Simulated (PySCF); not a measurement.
# GeTe+: from the state search to spectroscopic constants

An exercise on one series of results from a longer session: the logs are not shown, and one member is left open.

Method: Ge def2-SVP, Te def2-SVP with ECP28, scalar-relativistic core potentials; program: PySCF 2.14.0.

Set-up of the first run:

The job is set up so:

- atoms: Ge, Te
- charge: 1
- basis: Ge def2-SVP, Te def2-SVP with ECP28
- Hamiltonian: scalar-relativistic core potentials
- basis functions: 58
- electrons treated: 55
- masses in u: 73.9212, 129.9062
- levels: PBE0, PBE, r²SCAN, PBEsol, TPSS, BP86, CAM-B3LYP, HF, MP2, SCS-MP2, CCSD, CCSD(T)
- grid: 80 radial by 434 angular points
- occupations: held fixed by the projection of orbital angular momentum
- dissociation limit: Ge+ + Te, each in its ground configuration
- starting distance in angstrom: 2.580
- values of 2S to try: 1, 3

Started as:

```sh
OMP_NUM_THREADS=1 python dia.py task.json out
```

Among the steps run: Input; First curve: PBE0; Excited determinants; PBE; r²SCAN (meta-GGA); PBEsol (GGA); TPSS (meta-GGA); BP86; CAM-B3LYP (range-separated hybrid); ROHF; Adding correlation.

One of the session's tables, all rows but one given; the rest of the session is left out.

It belongs to the step «The curves together». Energy (eV) from each level's lowest point:

| R (Å) | ROHF | ROHF-MP2 | ROHF-SCS-MP2 | ROHF-CCSD | ROHF-CCSD(T) |
| --- | --- | --- | --- | --- | --- |
| 2.149 | 1.235 | 1.275 | 1.301 | n/a | n/a |
| 2.249 | 0.536 | 0.565 | 0.584 | 0.608 | 0.648 |
| 2.349 | 0.159 | 0.176 | 0.188 | 0.204 | 0.230 |
| 2.424 | 0.031 | 0.039 | 0.045 | 0.054 | 0.067 |
| 2.499 | 0.000 | 0.000 | 0.000 | 0.000 | 0.000 |
| 2.574 | 0.043 | 0.037 | 0.031 | 0.020 | 0.005 |
| 2.674 | 0.183 | 0.175 | 0.159 | 0.128 | 0.090 |
| 2.799 | ? | ? | ? | ? | ? |
| 2.949 | 0.826 | 0.859 | 0.810 | 0.677 | 0.563 |
| 3.149 | 1.361 | 1.476 | 1.390 | n/a | n/a |

Estimate the missing values for R (Å) = 2.799.

Worked estimate for «ROHF». A straight line through the neighbours (2.674, 0.183) and (2.949, 0.826) gives 0.183 + (0.826 − 0.183) × (2.799 − 2.674) / (2.949 − 2.674) = 0.475; a parabola fitted to 4 rows on both sides gives 0.459.

The run gave: ROHF: 0.445; ROHF-MP2: 0.445; ROHF-SCS-MP2: 0.416; ROHF-CCSD: 0.349; ROHF-CCSD(T): 0.279. In «ROHF» the line misses by +0.030 and the parabola by +0.014.
